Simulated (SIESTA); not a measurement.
The system is Mn, a sheet with vacuum.

```
Mn
1.0
     2.61432    0.00000    0.00000
     0.00000    2.61432    0.00000
     0.00000    0.00000   23.80000
Mn
1
Cartesian
  0.0000 0.0000 7.0001
```

The cell was built by a generator and needn't be a form met in nature.

Alike in all runs: program SIESTA 5.4.2; functional PBE; potentials or basis PseudoDojo 0.4 standard (PBE files); basis DZP (energy shift 0.003 Ry; two zetas on semicore shells); grid cutoff 800 Ry; energy shift 0.003 Ry; k mesh 10 × 10 × 1; occupations fermi-dirac, width 0.05 eV.

The same cell was started in several ways:

```csv
start,free energy over the lowest (meV/atom),net moment (μB),site or absolute moments (μB),gap
"collinear spin, zero start",1515.1,0.00,-,none (metal or under the smearing width)
"collinear spin, fm_larger start of up to 5.5 μB",0.0,4.41,Mn +4.41,none (metal or under the smearing width)
"non-collinear spin, random start of up to 1.33 μB",1501.8,0.63,-,none (metal or under the smearing width)
"collinear spin, ferromagnetic start of up to 4 μB",0.0,4.41,Mn +4.41,none (metal or under the smearing width)
```

The spin-polarised runs without a constraint all converged, yet they end up to 1515 meV/atom apart: a converged run can sit in a state that isn't the lowest. A still lower state may exist.

Caveats: the basis of atomic orbitals isn't converged, which shifts pressures, moduli and gaps.
